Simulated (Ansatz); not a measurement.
Write a Python script for the Ansatz DFT code, driven from Python that makes a small convex hull of the Hf-Ru system. Level of theory (first run): r2SCAN, norm-conserving potentials, the default cutoff (1225 eV here), 5×5×5 k-points, Fermi-Dirac smearing of 0.05 eV.

The script, `run_hull.py`:
```python
# -*- coding: utf-8 -*-
"""Convex hull of a few Hf-Ru phases, after relaxing atoms and volume at fixed cell shape."""

from collections import Counter
import csv
import warnings

import ansatz as az
import numpy as np

PHASES = {
    "HfRu3 Pm-3m": (
        [(3.955773, 0.0, 0.0), (0.0, 3.955773, 0.0), (0.0, 0.0, 3.955773)],
        [
            ("Hf", (0.0, 0.0, 0.0)),
            ("Ru", (0.5, 0.5, 0.0)),
            ("Ru", (0.5, 0.0, 0.5)),
            ("Ru", (0.0, 0.5, 0.5)),
        ],
    ),
    "HfRu Pm-3m": (
        [(3.233, 0.0, 0.0), (0.0, 3.233, 0.0), (0.0, 0.0, 3.233)],
        [
            ("Hf", (0.0, 0.0, 0.0)),
            ("Ru", (0.5, 0.5, 0.5)),
        ],
    ),
    "Hf": (
        [(3.1967, 0.0, 0.0), (-1.59835, 2.768423, 0.0), (0.0, 0.0, 5.0578)],
        [
            ("Hf", (1 / 3, 2 / 3, 0.25)),
            ("Hf", (2 / 3, 1 / 3, 0.75)),
        ],
    ),
    "Ru": (
        [(2.7058, 0.0, 0.0), (-1.3529, 2.343292, 0.0), (0.0, 0.0, 4.2819)],
        [
            ("Ru", (1 / 3, 2 / 3, 0.25)),
            ("Ru", (2 / 3, 1 / 3, 0.75)),
        ],
    ),
}


def build(vectors, sites):
    crystal = az.Crystal(lattice=az.Lattice.of(vectors))
    for symbol, position in sites:
        crystal = crystal.atom(symbol, position)
    return crystal


def ground_state(name, crystal):
    calc = (
        crystal.calculation()
        .pseudopotentials("nc")
        .functional("r2scan")
        .mixing("broyden", ndim=12, beta=0.6)
        .kpoints(spacing=0.39)
        .occupations("fermi_dirac", width=0.05)
    )
    calc = calc.relax(force_tolerance=0.01, fix_cell=["shape"])
    return calc.run()


def counts(outcome):
    return Counter(site.symbol for site in outcome.lattice.sites)

def formation_energy(outcome, mu):
    n = counts(outcome)
    return (outcome.report["energy_sigma0_ev"] - sum(k * mu[element] for element, k in n.items())) / sum(n.values())

warnings.simplefilter("ignore", az.DeckWarning)

phases = {name: build(*cell) for name, cell in PHASES.items()}

done = {}
for name, crystal in phases.items():
    done[name] = ground_state(name, crystal)
    print(f"{name}: {done[name].report['energy_sigma0_ev']:.4f} eV, {len(done[name].lattice.sites)} atoms")

# chemical potentials of the elements at zero temperature
references = {"Hf": "Hf", "Ru": "Ru"}
mu = {element: done[name].report["energy_sigma0_ev"] / len(done[name].lattice.sites) for element, name in references.items()}
points = sorted((counts(o)["Ru"] / len(o.lattice.sites), formation_energy(o, mu), name) for name, o in done.items())

# walk in x and drop points that lie above the chord
hull = []
for x, e, _ in points:
    while len(hull) > 1 and (hull[-1][0] - hull[-2][0]) * (e - hull[-2][1]) - (hull[-1][1] - hull[-2][1]) * (x - hull[-2][0]) <= 0:
        hull.pop()
    hull.append((x, e))
rows = [(name, x, e, e - np.interp(x, *zip(*hull))) for x, e, name in points]
with open("hull.csv", "w", newline="") as handle:
    writer = csv.writer(handle)
    writer.writerow(["phase", "x(Ru)", "E_form (eV/atom)", "above hull (eV/atom)"])
    writer.writerows([round(v, 4) if isinstance(v, float) else v for v in row] for row in rows)
print(open("hull.csv").read())
print("on the hull of these phases:", ", ".join(row[0] for row in rows if row[3] < 1e-6))
```

```console
$ python run_hull.py
HfRu3 Pm-3m: -22636.1865 eV, 4 atoms
HfRu Pm-3m: -16847.2585 eV, 2 atoms
Hf: -27900.9538 eV, 2 atoms
Ru: -5789.9090 eV, 2 atoms
phase,x(Ru),E_form (eV/atom),above hull (eV/atom)
Hf,0.0,0.0,0.0
HfRu Pm-3m,0.5,-0.9135,0.0
HfRu3 Pm-3m,0.75,-0.2115,0.2453
Ru,1.0,0.0,0.0

on the hull of these phases: Hf, HfRu Pm-3m, Ru
```

What to keep in mind:
- The settings weren't tested for convergence.
- The run is spin-unpolarised.
- Such functionals run on norm-conserving files made under PBE, which can move pressures by some GPa.
- For the metals among these phases the mesh is modest: differences between phases can be off by up to 40 meV an atom.
- Atoms and volume are relaxed with the cell's shape held, which in cells of lower than cubic symmetry can hide stresses and shift volumes.
- Spin-orbit coupling, which matters for elements this heavy, is left out.
- The cells come from databases of deposited and of computed structures, and not all need be stable phases.
- Differences under about 40 meV an atom lie within the error of mesh and functional, so such verdicts may flip; only the cells listed enter the hull.
- Hardware and time: 3.1 min on 1 thread of Arm Neoverse V1 (shared host), peak memory 0.97 GiB.
